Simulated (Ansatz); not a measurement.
# One shape, several levels: SnH3F (SnFH3)

Wanted: a comparison of 6 runs (CAM-B3LYP/STO-3G, UB3LYP/STO-3G, r2SCAN/STO-3G, MP2/STO-3G, CCSDTQ/STO-3G, UCCSD(T)/STO-3G) of SnH3F (SnFH3). 

The results are computed with Ansatz 0.2.0.

50 further runs of the same task are left out: 7 that didn't finish, 43 set aside as unsound or not needed.

### 1 The molecule

SnH3F has 5 atoms, charge 0, and is taken as a singlet. As SMILES, `[H][Sn]([H])([H])[F]`. The H4–Sn1 distance was set to 3.323 Å, away from the relaxed value. At this shape a bond of the SMILES string is far longer than usual.

Bond lengths: Sn1–F2 1.924 Å, Sn1–H3 1.664 Å, Sn1–H5 1.663 Å. Angles: F2–Sn1–H3 102.5°, F2–Sn1–H5 102.6°, H3–Sn1–H5 115.3°.

### 2 A single-point energy at CAM-B3LYP/STO-3G (run 1)

File run.yaml:

```yaml
crystal:
  periodic: [false, false, false]
  atoms:
    - {symbol: Sn, position_ang: [0.812592, -1.403658, 0.178629]}
    - {symbol: F, position_ang: [0.826922, -1.425348, 2.102899]}
    - {symbol: H, position_ang: [2.434412, -1.395108, -0.192621]}
    - {symbol: H, position_ang: [-0.817750, 1.408460, -0.512480]}
    - {symbol: H, position_ang: [0.004552, -2.808658, -0.194191]}
basis:
  gaussian: {orbitals: STO-3G}
hamiltonian: {xc: {name: CAM-B3LYP}}
accuracy: high
```

On the command line:

```console
ansatz run run.yaml --threads 1 --pin off --max-ram 2610MiB --events-out events.jsonl --progress --plain --runs-dir runs
```

The log of the run:

```text
Warning: RAYON_NUM_THREADS=1 ignored (pool sized by the plan → 1); use --threads N
Functional definition: CAM-B3LYP
  name "CAM-B3LYP"
  parameter alpha = 0.19
  parameter beta = 0.46
  parameter omega = 0.33/bohr
  parameter ac = 0.81
  exchange = (1 - alpha - beta)*b88_x + beta*b88_x_sr(omega) + alpha*exact_x + beta*exact_x_lr(omega)
  correlation = (1 - ac)*vwn5_c + ac*lyp_c
635 factors; integrals over basis functions are off by at most 4.9e-9 eV
156 factors; integrals over basis functions are off by at most 8.9e-10 eV
mean field evaluation 1: about -165042.8824 eV, gradient 2.3e1 eV
mean field evaluation 2: about -165038.9007 eV, gradient 2.3e1 eV
mean field evaluation 4: about -165048.8031 eV, gradient 2.0e0 eV
mean field evaluation 8: about -165048.7719 eV, gradient 2.1e-1 eV
mean field evaluation 16: about -165048.7722 eV, gradient 1.3e-5 eV
mean field -165048.77222459 eV, -6065.4305051778 hartree, gradient 9.5e-8 eV, S^2 0.000000; 0 other end points of the search recorded, 0 dependent functions left out
reference -165048.77223831 eV, -6065.4305056821 hartree; 31, 31 occupied and 4, 4 virtual orbitals, 635 factors
Total energy: -165048.77223831 eV, -6065.4305056821 hartree
```

It took 3.6 s on 1 thread of Arm Neoverse N1, shared host; peak memory 0.12 GiB.

### 3 The energy at UB3LYP/STO-3G (run 2)

File molecule.yaml:

```yaml
crystal:
  periodic: [false, false, false]
  atoms:
    - {symbol: Sn, position_ang: [0.812592, -1.403658, 0.178629]}
    - {symbol: F, position_ang: [0.826922, -1.425348, 2.102899]}
    - {symbol: H, position_ang: [2.434412, -1.395108, -0.192621]}
    - {symbol: H, position_ang: [-0.817750, 1.408460, -0.512480]}
    - {symbol: H, position_ang: [0.004552, -2.808658, -0.194191]}
basis:
  gaussian: {orbitals: STO-3G}
magnetization: {spin_polarized: true}
hamiltonian: {xc: {name: B3LYP}}
accuracy: high
```

On the command line:

```console
ansatz run molecule.yaml --threads 1 --pin off --max-ram 2610MiB --events-out events.jsonl --progress --plain --runs-dir runs
```

The log of the run:

```text
Warning: RAYON_NUM_THREADS=1 ignored (pool sized by the plan → 1); use --threads N
Functional definition: B3LYP
  name "B3LYP"
  parameter a0 = 0.2
  parameter ax = 0.72
[... 1 set-up line as earlier in the session ...]
  exchange = (1 - a0 - ax)*slater_x + ax*b88_x + a0*exact_x
  correlation = (1 - ac)*vwn_rpa_c + ac*lyp_c
635 factors; integrals over basis functions are off by at most 4.9e-9 eV
mean field evaluation 1: about -165038.9283 eV, gradient 1.6e1 eV
mean field evaluation 2: about -165032.3570 eV, gradient 1.9e1 eV
mean field evaluation 4: about -165044.6108 eV, gradient 7.0e0 eV
mean field evaluation 8: about -165045.2456 eV, gradient 2.7e-1 eV
mean field evaluation 16: about -165046.1679 eV, gradient 5.4e-3 eV
mean field evaluation 32: about -165046.1637 eV, gradient 1.6e-4 eV
mean field -165046.16371905 eV, -6065.3346443672 hartree, gradient 1.1e-8 eV, S^2 0.877177; 2 other end points of the search recorded, 0 dependent functions left out
reference -165046.16374742 eV, -6065.3346454099 hartree; 31, 31 occupied and 4, 4 virtual orbitals, 635 factors
Total energy: -165046.16374742 eV, -6065.3346454099 hartree
```

It took 15 s on 1 thread of Arm Neoverse N1, shared host; peak memory 0.17 GiB.

Runs 3 to 5 aren't shown in full; the table further down has their settings and results.

### 4 The energy at UCCSD(T)/STO-3G (run 6)

File in.yaml:

```yaml
crystal:
  periodic: [false, false, false]
  atoms:
    - {symbol: Sn, position_ang: [0.812592, -1.403658, 0.178629]}
    - {symbol: F, position_ang: [0.826922, -1.425348, 2.102899]}
    - {symbol: H, position_ang: [2.434412, -1.395108, -0.192621]}
    - {symbol: H, position_ang: [-0.817750, 1.408460, -0.512480]}
    - {symbol: H, position_ang: [0.004552, -2.808658, -0.194191]}
basis:
  gaussian: {orbitals: STO-3G}
magnetization: {spin_polarized: true}
correlation: {method: ccsd_t, frozen_orbitals: {F: 1, H: 0, Sn: 18}}
accuracy: high
scf: {omitted_lower_state_checks: [cluster_reference, increment]}
```

On the command line:

```console
ansatz run in.yaml --threads 1 --pin off --max-ram 2610MiB --events-out events.jsonl --progress --plain --runs-dir runs
```

The log of the run (excerpt; [...] marks lines left out):

```text
Warning: RAYON_NUM_THREADS=1 ignored (pool sized by the plan → 1); use --threads N
Functional definition: HF
  name "HF"
[...]
635 factors; integrals over basis functions are off by at most 4.9e-9 eV
[...]
mean field -164980.58937042 eV, -6062.9248315028 hartree, gradient 2.6e-8 eV, S^2 0.973157; 6 other end points of the search recorded, 0 dependent functions left out
19 core orbitals not correlated: weight in the atoms' cores, before any rotation towards them, 1.000 or more for the frozen orbitals, at most 0.000 for the correlated occupied ones
reference -164980.58937042 eV, -6062.9248315028 hartree; 12, 12 occupied and 4, 4 virtual orbitals, 635 factors
second order -1.22487818 eV of doubles, -0.00000000 eV of singles
cycle   1  -1.50447621 eV  change   -2.8e-1 eV  update   7.4e-2
[...]
cycle  31  -1.78997088 eV  change   -1.2e-9 eV  update  8.4e-10
perturbative correction -0.08453893 eV, -0.0031067484 hartree
Total energy: -164982.46388023 eV, -6062.9937184678 hartree
Checks for a lower state left out: cluster_reference, increment
```

Run time: 3.3 s. Hardware: 1 thread of Arm Neoverse N1, shared host; peak memory 0.11 GiB.

### 5 All runs side by side

```tsv
run	level	frozen core orbitals	energy (Eh)	wall time
1	CAM-B3LYP/STO-3G	–	-6065.430506	3.6 s
2	UB3LYP/STO-3G	–	-6065.334645	15 s
3	r2SCAN/STO-3G	–	-6065.471969	9.9 s
4	MP2/STO-3G	19	-6062.913969	1.4 s
5	CCSDTQ/STO-3G	19	-6062.997420	44 s
6	UCCSD(T)/STO-3G	19	-6062.993718	3.3 s
```

### 6 Outcome

```
                                           quantity           value
                                run 6: total energy  -6062.99372 Eh
run 6: correlation energy (19 core orbitals frozen)       -68.9 mEh
                              run 6: (T) correction       -3.11 mEh
           run 6: ⟨S²⟩ of the reference determinant           0.973
                               run 6: T1 diagnostic           0.018
```

Totals of different functionals can't be ranked against each other. In runs 4, 5 the log says that unrestricted orbitals would lower the reference, so the values rest on an unstable closed-shell determinant (other closed-shell runs at this shape may share the fault). In runs 1, 2, 3, 4, 5, 6 the basis is minimal, so the values are rough. In runs 1, 3, 4 a closed-shell determinant meets a far-stretched bond, which it describes badly. In runs 1, 2, 3, 4, 5, 6 relativity is left out where basis or elements ask for it. Spin contamination of the reference: run 6 ⟨S²⟩ = 0.97, run 2 ⟨S²⟩ = 0.88. Where it is this large, the reference is a mixture of spin states, and values that rest on it are in doubt. All runs together took 77 s, the longest 44 s.
